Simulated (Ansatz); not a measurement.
# CH₄GeO₂Zn: ionisation energy by level of theory

One table from this session's results is given with a row withheld; the runs are named, their logs left out.

Method: unrestricted cation, the program's frozen cores in correlated methods; program: Ansatz 0.2.0, Gaussian basis.

Levels to be run: UKS PBE-D4/def2-TZVPP; UKS r2SCAN-D4/def2-TZVPP; UKS PBE0-D4/def2-TZVPP; UKS B3LYP-D4/def2-TZVPP; UKS wB97X-V/def2-TZVPP; UKS wB97M-V/def2-TZVPP; UKS B2PLYP (frozen core with 3s3p of Cu, Zn)/def2-TZVPP; UHF-CCSD(T) with 3s3p of Cu, Zn/def2-TZVPP; UHF-MP2 with 3s3p of Cu, Zn/def2-QZVPP; extrapolation to the limit; then −ε(HOMO) from the neutral's earlier runs with LDA (SPW92), PBE-D4, revPBE-D4, BLYP-D4, r2SCAN-D4, B97M-V, PBE0-D4, B3LYP-D4, r2SCANh-D4, r2SCAN0-D4, HSE06-D4, BHLYP-D4, CAM-B3LYP-D4, LC-ωPBE, ωB97X-V, ωB97M-V.

### The geometry

The geometry comes from an earlier relaxation with PBE0-D4 in a triple-zeta def2 set; it is a stationary point, not always the lowest conformer.

9 atoms, charge 0, spin multiplicity 1.

Atoms are counted from 1 here; the program's logs count them from 0.

Bond lengths: O1–C2 1.375 Å, O1–H6 0.961 Å, C2–Zn3 2.093 Å, C2–Ge5 2.030 Å, C2–H7 1.092 Å, Zn3–O4 1.897 Å, O4–Ge5 1.768 Å, Ge5–H8 1.547 Å, Ge5–H9 1.541 Å. Angles: C2–O1–H6 109.6°, O1–C2–Zn3 126.6°, O1–C2–Ge5 122.2°, O1–C2–H7 107.4°, Zn3–C2–Ge5 78.6°, Zn3–C2–H7 106.5°, Ge5–C2–H7 113.0°, C2–Zn3–O4 92.1°, Zn3–O4–Ge5 90.8°, C2–Ge5–O4 98.2°, C2–Ge5–H8 107.7°, C2–Ge5–H9 112.6°, O4–Ge5–H8 113.5°, O4–Ge5–H9 111.7°, H8–Ge5–H9 112.4°.

The first run:

File in.yaml:

```yaml
crystal:
  periodic: [false, false, false]
  atoms:
    - {symbol: O, position_ang: [-0.112528, 1.823011, -0.777346]}
    - {symbol: C, position_ang: [0.554258, 0.714423, -0.310660]}
    - {symbol: Zn, position_ang: [1.056656, -0.994528, -1.409559]}
    - {symbol: O, position_ang: [0.186995, -2.134633, -0.166876]}
    - {symbol: Ge, position_ang: [-0.379697, -0.738259, 0.756973]}
    - {symbol: H, position_ang: [-0.974141, 1.562794, -1.114862]}
    - {symbol: H, position_ang: [1.476665, 1.062570, 0.158924]}
    - {symbol: H, position_ang: [-1.904353, -0.501232, 0.641791]}
    - {symbol: H, position_ang: [0.096145, -0.794136, 2.221595]}
basis:
  gaussian: {orbitals: def2-TZVPP}
total_charge: 1
magnetization: {spin_polarized: true, initial_magnetization: 1}
hamiltonian: {xc: pbe, dispersion: d4}
```

On the command line:

```bash
> ansatz run in.yaml --threads 2 --pin off --events-out ev --progress --plain --max-ram 32768MiB --backend cpu
```

Among the steps run: Cation, UKS PBE-D4/def2-TZVPP; Cation, UKS r2SCAN-D4/def2-TZVPP; Cation, UKS PBE0-D4/def2-TZVPP; Cation, UKS B3LYP-D4/def2-TZVPP; Cation, UKS wB97X-V/def2-TZVPP; Cation, UKS wB97M-V/def2-TZVPP; Cation, UKS B2PLYP (frozen core with 3s3p of Cu, Zn)/def2-TZVPP; Cation, UHF-CCSD(T) with 3s3p of Cu, Zn/def2-TZVPP; Cation, UHF-MP2 with 3s3p of Cu, Zn/def2-QZVPP.

One of the session's tables, all rows but one given; the rest of the session is left out.

Orbital estimates, from the neutral's runs:

| functional | −ε(HOMO) (eV) |
| --- | --- |
| LDA (SPW92) | 5.55 |
| PBE-D4 | 5.31 |
| revPBE-D4 | 5.22 |
| BLYP-D4 | 5.23 |
| r2SCAN-D4 | 5.48 |
| B97M-V | 5.47 |
| PBE0-D4 | 6.23 |
| B3LYP-D4 | 6.13 |
| r2SCANh-D4 | 5.84 |
| r2SCAN0-D4 | 6.36 |
| HSE06-D4 | 5.84 |
| BHLYP-D4 | 7.08 |
| CAM-B3LYP-D4 | 7.44 |
| LC-ωPBE | 8.51 |
| ωB97X-V | ? |
| ωB97M-V | 8.19 |

Q: Estimate the row for ωB97X-V from the others.

**Answer.** −ε(HOMO) (eV): 8.24. In the column «−ε(HOMO) (eV)» it lies between ωB97M-V (8.19) and LC-ωPBE (8.51).
